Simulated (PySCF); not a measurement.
# CH5BClN (SMILES CNBCl) at M06-L/def2-SVP

What is the energy change on altering one bond length of CH5BClN at M06-L/def2-SVP? Input form: a Python script.

The calculation is run with PySCF 2.14.0.

3 further runs of the same task are left out: 3 set aside as unsound or not needed.

## 1. The structure to begin with

The species is CH5BClN (9 atoms), meant as a singlet with charge 0. As SMILES, `CNBCl`. The coordinates come from a PBE0-D4/def2-TZVP relaxation. This is one conformer, not always the lowest.

Bond lengths: C1–N2 1.445 Å, N2–B3 1.381 Å, B3–Cl4 1.771 Å, C1–H5 1.094 Å, C1–H6 1.094 Å, C1–H7 1.090 Å, N2–H8 1.009 Å, B3–H9 1.192 Å. Some angles: C1–N2–B3 126.0°, N2–B3–Cl4 119.6°, C1–N2–H8 115.0°, B3–N2–H8 119.0°, N2–C1–H5 111.4°, N2–C1–H6 111.4°, N2–C1–H7 109.2°, N2–B3–H9 121.5°, Cl4–B3–H9 118.9°, H5–C1–H6 108.3°.

## 2. A single-point energy at M06-L/def2-SVP

File calc.py:

```python
from pyscf import gto, dft

mol = gto.M(
    atom=[
    ('C', (0.510100, 0.482100, -0.973400)),
    ('N', (-0.407900, -0.226000, -0.111700)),
    ('B', (-0.261100, -0.415200, 1.248200)),
    ('Cl', (-1.495300, -1.314500, 2.144800)),
    ('H', (0.907000, -0.170400, -1.756500)),
    ('H', (0.027900, 1.338900, -1.452800)),
    ('H', (1.346700, 0.849900, -0.380000)),
    ('H', (-1.220500, -0.605500, -0.573900)),
    ('H', (0.681600, 0.014200, 1.838200)),
],
    verbose=3,
    max_memory=1860,
    basis='def2-svp',
)

mf = dft.RKS(mol)
mf.xc = 'm06-l'
mf.grids.level = 5
mf.conv_tol = 1e-10
mf.kernel()
if not mf.converged:
    mf = mf.newton().run(mf.mo_coeff, mf.mo_occ)

etot = mf.e_tot
print('Final energy', etot)
```

Run with:

```sh
$ OMP_NUM_THREADS=1 python calc.py
```

Output:

```text
converged SCF energy = -580.754467533224
Final energy -580.7544675332242
```

It took 40 s on 1 thread of Intel Xeon Platinum 8488C (Sapphire Rapids), shared host; peak memory 0.44 GiB.

## 3. The distorted shape at the same level

File mol.xyz:

```xyz
9
CH5BClN
C      0.488085     0.510473    -1.177338
N     -0.429915    -0.197627    -0.315638
B     -0.261100    -0.415200     1.248200
Cl    -1.495300    -1.314500     2.144800
H      0.884985    -0.142027    -1.960438
H      0.005885     1.367273    -1.656738
H      1.324685     0.878273    -0.583938
H     -1.242515    -0.577127    -0.777838
H      0.681600     0.014200     1.838200
```

File input.py:

```python
from pyscf import gto, dft

mol = gto.M(
    atom='mol.xyz',
    spin=0,
    charge=0,
    verbose=3,
    max_memory=1860,
    basis='def2-svp',
)

mf = dft.RKS(mol)
mf.xc = 'm06-l'
mf.conv_tol = 1e-10
mf.grids.level = 5
mf.kernel()
if not mf.converged:
    mf = mf.newton().run(mf.mo_coeff, mf.mo_occ)

e_tot = mf.e_tot
print('E(%s) = %.9f' % ('M06-L', e_tot))
```

Run with:

```sh
$ OMP_NUM_THREADS=1 python input.py
```

Output:

```text
converged SCF energy = -580.731554315074
E(M06-L) = -580.731554315
```

It took 34 s on 1 thread of Intel Xeon Platinum 8488C (Sapphire Rapids), shared host; peak memory 0.45 GiB.

## 4. What came out

Level: M06-L/def2-SVP.

| quantity | value |
| --- | --- |
| first shape: total energy | -580.75447 Eh |
| first shape: dipole moment | 2.96 D |
| first shape: HOMO energy | -6.65 eV |
| first shape: LUMO energy | -0.03 eV |
| first shape: HOMO–LUMO gap | 6.63 eV |
| distorted shape: total energy | -580.73155 Eh |
| distorted shape: dipole moment | 2.16 D |
| distorted shape: HOMO energy | -6.07 eV |
| distorted shape: LUMO energy | -0.89 eV |
| distorted shape: HOMO–LUMO gap | 5.18 eV |
| energy change with the N2–B3 bond stretched from 1.381 to 1.588 Å | 0.624 eV |

What this shows: With the N2–B3 bond stretched from 1.381 to 1.588 Å the energy rises by 0.62 eV (14.4 kcal/mol). The first shape isn't relaxed at this level, so the change isn't measured from a minimum. Mulliken charges (distorted shape) run from -0.37 on N2 to +0.26 on B3.
